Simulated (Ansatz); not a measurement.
# CH5BCl2Ge: the cost of one run

Program: Ansatz 0.2.0. Level of theory: RKS B3LYP-D4/def2-SVP. These are calculated values, not measurements.

## Step 1: The starting structure

Bond lengths: Cl1–B2 1.840 Å, B2–Cl3 1.814 Å, B2–C4 1.585 Å, C4–Ge5 1.915 Å, C4–H6 1.068 Å, C4–H7 1.153 Å, Ge5–H8 1.559 Å, Ge5–H9 1.591 Å, Ge5–H10 1.562 Å. Angles (14 of 15 angles, heavy atoms first): Cl1–B2–Cl3 117.3°, Cl1–B2–C4 124.9°, Cl3–B2–C4 117.5°, B2–C4–Ge5 111.2°, B2–C4–H6 113.4°, B2–C4–H7 106.3°, Ge5–C4–H6 111.9°, Ge5–C4–H7 106.5°, C4–Ge5–H8 110.9°, C4–Ge5–H9 112.6°, C4–Ge5–H10 108.8°, H6–C4–H7 107.0°, H8–Ge5–H9 109.5°, H8–Ge5–H10 107.9°.

Coordinates:

```xyz
10

Cl   -1.0931   -2.8808   -0.1694
B     0.1281   -1.5066   -0.2497
Cl    1.8520   -1.9001    0.1544
C    -0.1858   -0.0429   -0.7715
Ge    0.0149    1.2479    0.6289
H     0.3694    0.2251   -1.6440
H    -1.3005   -0.0363   -1.0663
H    -0.3544    2.6763    0.1247
H    -0.8565    0.8966    1.9129
H     1.5091    1.2696    1.0830
```

## Step 2: End point A

Input file input.yaml:

```yaml
crystal:
  periodic: [false, false, false]
  atoms:
    - { symbol: Cl, position_ang: [-1.0931, -2.8808, -0.1694] }
    - { symbol: B, position_ang: [0.1281, -1.5066, -0.2497] }
    - { symbol: Cl, position_ang: [1.852, -1.9001, 0.1544] }
    - { symbol: C, position_ang: [-0.1858, -0.0429, -0.7715] }
    - { symbol: Ge, position_ang: [0.0149, 1.2479, 0.6289] }
    - { symbol: H, position_ang: [0.3694, 0.2251, -1.644] }
    - { symbol: H, position_ang: [-1.3005, -0.0363, -1.0663] }
    - { symbol: H, position_ang: [-0.3544, 2.6763, 0.1247] }
    - { symbol: H, position_ang: [-0.8565, 0.8966, 1.9129] }
    - { symbol: H, position_ang: [1.5091, 1.2696, 1.083] }
basis:
  gaussian: { orbitals: def2-SVP }
hamiltonian:
  xc: b3lyp
  dispersion: d4
relax:
  f_tol: 0.015
  max_steps: 40
```

On the command line:

```
> ansatz run input.yaml --threads 2 --pin off --max-ram 3072MiB --backend cpu --events-out ev --progress --plain --runs-dir out
```

Q: Estimate wall time and peak memory on 2 threads of Intel Xeon 6975P-C (Granite Rapids), shared host.

About 54 s, with a peak of 0.34 GiB.
